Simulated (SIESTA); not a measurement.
## NbTe under changes of volume

One of the cells (21.934 Å³/atom); the others are scaled copies at fixed shape and fractional positions:

```
CELL_PARAMETERS angstrom
3.70297 0.00000 0.00000
-1.85149 3.20687 0.00000
0.00000 0.00000 3.69421
ATOMIC_POSITIONS crystal
Te 0.66667 0.33333 0.00000
Nb 0.00000 0.00000 0.50000
```

The cell comes from a database or a generator and needn't be the stable form of this composition.

- Program: SIESTA 5.4.2
- Functional: PBEsol
- Potentials or basis: PseudoDojo 0.4 standard (PBEsol files)
- Basis: DZP (energy shift 0.003 Ry; two zetas on semicore shells)
- Grid cutoff: 800 Ry
- Energy shift: 0.003 Ry
- k mesh: 8 × 8 × 7
- Occupations: fermi-dirac, width 0.05 eV
- Spin: no spin polarisation

| volume (Å³/atom) | energy over the lowest point (meV/atom) | pressure (GPa) |
| --- | --- | --- |
| 20.618 | 17.06 | 6.3 |
| 21.057 | 4.28 | 3.2 |
| 21.496 | 0.00 | 0.2 |
| 21.934 | 3.46 | -2.5 |
| 22.373 | ? | ? |
| 22.812 | 29.59 | -6.9 |
| 23.250 | 51.13 | -8.7 |

What does the run at 22.373 Å³/atom give?

Energy over the lowest point 13.55 meV/atom; pressure -4.7 GPa.

Worked out: A Birch-Murnaghan fit of order 3 (a polynomial in V^(-2/3)) to the other rows has its minimum at 21.51 Å³/atom with B0 = V·E''(V) = 135 GPa and B' = 4.7 at fixed shape and positions, which overstates the stiffness. It gives 13.50 meV/atom at 22.373 Å³/atom, against the run's 13.55, and -dE/dV = -4.8 GPa, against -4.7.

Energies are extrapolated to zero smearing.

Caveats: the basis of atomic orbitals isn't converged, which shifts pressures, moduli and gaps.
